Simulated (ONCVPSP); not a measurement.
# B: the cost of one run

Method: ONCVPSP 4.0.1.1 (patched build), PBE, scalar-relativistic.

### 1 Starting point

The settings as typed:

* element: boron (B, Z = 5)
* type: optimised norm-conserving Vanderbilt (ONCV)
* frozen core: [He]
* valence charge: 3
* reference configuration: 2s2 2p1
* partial waves: 2s: rc 1.25 bohr, ncon 4, nbas 8, qcut 4.2 1/bohr, 2 projectors, debl 2.3 Ha; 2p: rc 2.30 bohr, ncon 5, nbas 9, qcut 4.7 1/bohr, 2 projectors, debl 2.8 Ha; d scattering state at 0.04 Ha: rc 1.85 bohr, ncon 4, nbas 8, qcut 4.5 1/bohr, 3 projectors, debl 2.2 Ha
* local potential: polynomial inside 1.10 bohr (lpopt 5, dvloc0 0 Ha)
* core correction: Teter function, fcfact 4, rcfact 1.55

### 2 The generation run

B.dat reads:

```
# ATOM AND REFERENCE CONFIGURATION
# atsym  z   nc   nv     iexc    psfile
  B 5.00    1    2        4      upf
#
#   n    l    f
    1    0    2.00
    2    0    2.00
    2    1    1.00
#
# PSEUDOPOTENTIAL AND OPTIMIZATION
# lmax
    2
#
#   l,   rc,      ep,       ncon, nbas, qcut
    0    1.25    0.00    4    8    4.20
    1    2.30    0.00    5    9    4.70
    2    1.85    0.04    4    8    4.50
#
# LOCAL POTENTIAL
# lloc, lpopt,  rc(5),   dvloc0
    4    5    1.10    0.00
#
# VANDERBILT-KLEINMAN-BYLANDER PROJECTORs
# l, nproj, debl
    0    2    2.30
    1    2    2.80
    2    3    2.20
#
# MODEL CORE CHARGE
# icmod, fcfact, rcfact
    3    4.00    1.55
#
# LOG DERIVATIVE ANALYSIS
# epsh1, epsh2, depsh
   -2.00    5.00    0.02
#
# OUTPUT GRID
# rlmax, drl
    6.00    0.01
#
# TEST CONFIGURATIONS
# ncnf
    4
# nvcnf
#   n    l    f
    2
    2    0    2.00
    2    1    0.00
#
    2
    2    0    1.00
    2    1    0.00
#
    2
    2    0    2.00
    2    1    0.50
#
    2
    2    0    1.00
    2    1    2.00
#
```

Run with:

```
$ oncvpsp.x < B.dat > B.out
```

**Question.** How long does this run take on 1 thread of Neoverse-V2, shared host?

About 3.1 s.
